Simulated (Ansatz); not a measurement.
This script for Ansatz's Python interface starts 8 runs on C2H4FI, SMILES CC(F)I. What input does the engine get in each?

`scan.py`:
```python
"""Potential curve of C2H4FI along one bond."""

import ansatz as az
import numpy as np

mol = (
    az.Crystal.molecule()
    .atom("C", (0.3023, 0.7194, 0.0546))
    .atom("C", (-0.1185, -0.7082, 0.092))
    .atom("F", (0.7511, -1.3929, -0.6783))
    .atom("I", (-1.9657, -1.048, -0.7006))
    .atom("H", (0.2539, 1.1328, -1.004))
    .atom("H", (-0.4319, 1.3917, 0.6366))
    .atom("H", (1.2954, 0.91, 0.4326))
    .atom("H", (0.0055, -1.062, 1.1112))
)

symbols = [site.symbol for site in mol.cartesian_sites]
start = np.array([site.position_ang for site in mol.cartesian_sites])
axis = (start[4] - start[0]) / np.linalg.norm(start[4] - start[0])
moving = [4]
lengths, energies = [0.97, 1.05, 1.14, 1.25, 1.42, 1.71, 2.05, 2.5], []
for length in lengths:
    xyz = start.copy()
    xyz[moving] += (length - np.linalg.norm(start[4] - start[0])) * axis
    point = az.Crystal.molecule()
    for symbol, place in zip(symbols, xyz):
        point = point.atom(symbol, place.tolist())
    calc = (
        point.calculation()
        .basis(gaussian="def2-SVP")
        .functional("CAM-B3LYP")
        .accuracy("medium")
        .spin("collinear")
    )
    summary = calc.run().report
    energies.append(summary["free_energy_ev"])
    print(f"r = {length:6.3f} A  E = {energies[-1]:.5f} eV  <S^2> = {abs(summary['mean_field']['state']['spin_squared']):.3f}")

print("energy above the lowest point (eV):", [round(e - min(energies), 3) for e in energies])
```

Run 1:
```yaml
crystal:
  periodic: [false, false, false]
  atoms:
    - { symbol: C, position_ang: [0.3023, 0.7194, 0.0546] }
    - { symbol: C, position_ang: [-0.1185, -0.7082, 0.092] }
    - { symbol: F, position_ang: [0.7511, -1.3929, -0.6783] }
    - { symbol: I, position_ang: [-1.9657, -1.048, -0.7006] }
    - { symbol: H, position_ang: [0.2610265517779238, 1.07192982427699, -0.8481287662787167] }
    - { symbol: H, position_ang: [-0.4319, 1.3917, 0.6366] }
    - { symbol: H, position_ang: [1.2954, 0.91, 0.4326] }
    - { symbol: H, position_ang: [0.0055, -1.062, 1.1112] }
accuracy: medium
basis:
  gaussian:
    orbitals: def2-SVP
hamiltonian:
  xc: cam_b3lyp
magnetization:
  spin_polarized: true
```

Run 2, against run 1:
```diff
-    - { symbol: H, position_ang: [0.2610265517779238, 1.07192982427699, -0.8481287662787167] }
+    - { symbol: H, position_ang: [0.257622556048268, 1.1010044489596282, -0.9225806232913945] }
```

Run 3, against run 1:
```diff
-    - { symbol: H, position_ang: [0.2610265517779238, 1.07192982427699, -0.8481287662787167] }
+    - { symbol: H, position_ang: [0.25379306085240527, 1.1337134017275963, -1.0063389624306567] }
```

Run 4, against run 1:
```diff
-    - { symbol: H, position_ang: [0.2610265517779238, 1.07192982427699, -0.8481287662787167] }
+    - { symbol: H, position_ang: [0.2491125667241286, 1.1736910106662242, -1.1087102658230887] }
```

Run 5, against run 1:
```diff
-    - { symbol: H, position_ang: [0.2610265517779238, 1.07192982427699, -0.8481287662787167] }
+    - { symbol: H, position_ang: [0.24187907579861007, 1.2354745881168305, -1.2669204619750287] }
```

Run 6, against run 1:
```diff
-    - { symbol: H, position_ang: [0.2610265517779238, 1.07192982427699, -0.8481287662787167] }
+    - { symbol: H, position_ang: [0.2295395912786079, 1.3408701025913945, -1.5368084436459852] }
```

Run 7, against run 1:
```diff
-    - { symbol: H, position_ang: [0.2610265517779238, 1.07192982427699, -0.8481287662787167] }
+    - { symbol: H, position_ang: [0.2150726094275709, 1.4644372574926074, -1.853228835949865] }
```

Run 8, against run 1:
```diff
-    - { symbol: H, position_ang: [0.2610265517779238, 1.07192982427699, -0.8481287662787167] }
+    - { symbol: H, position_ang: [0.19592513344825718, 1.6279820213324483, -2.2720205316461772] }
```

```console
$ python scan.py
r =  0.970 A  E = -12950.53568 eV  <S^2> = 0.000
r =  1.050 A  E = -12950.85942 eV  <S^2> = 0.000
r =  1.140 A  E = -12950.88356 eV  <S^2> = 0.000
r =  1.250 A  E = -12950.62435 eV  <S^2> = 0.000
r =  1.420 A  E = -12949.92568 eV  <S^2> = 0.000
r =  1.710 A  E = -12948.53577 eV  <S^2> = 0.000
r =  2.050 A  E = -12947.11783 eV  <S^2> = 0.234
r =  2.500 A  E = -12946.30687 eV  <S^2> = 0.773
energy above the lowest point (eV): [0.348, 0.024, 0.0, 0.259, 0.958, 2.348, 3.766, 4.577]
```

The settings weren't tested for convergence. The rest of the molecule is held rigid at a force-field or estimated start geometry, and the basis set is modest; single-reference methods fail as a bond breaks. def2 sets replace the cores of elements past krypton by effective core potentials. The expectation value of S² is noticeably off S(S+1) in at least one run, so that state is spin-contaminated. The whole script took 64 s on 1 thread of Arm Neoverse V1 (shared host), peak memory 0.38 GiB.
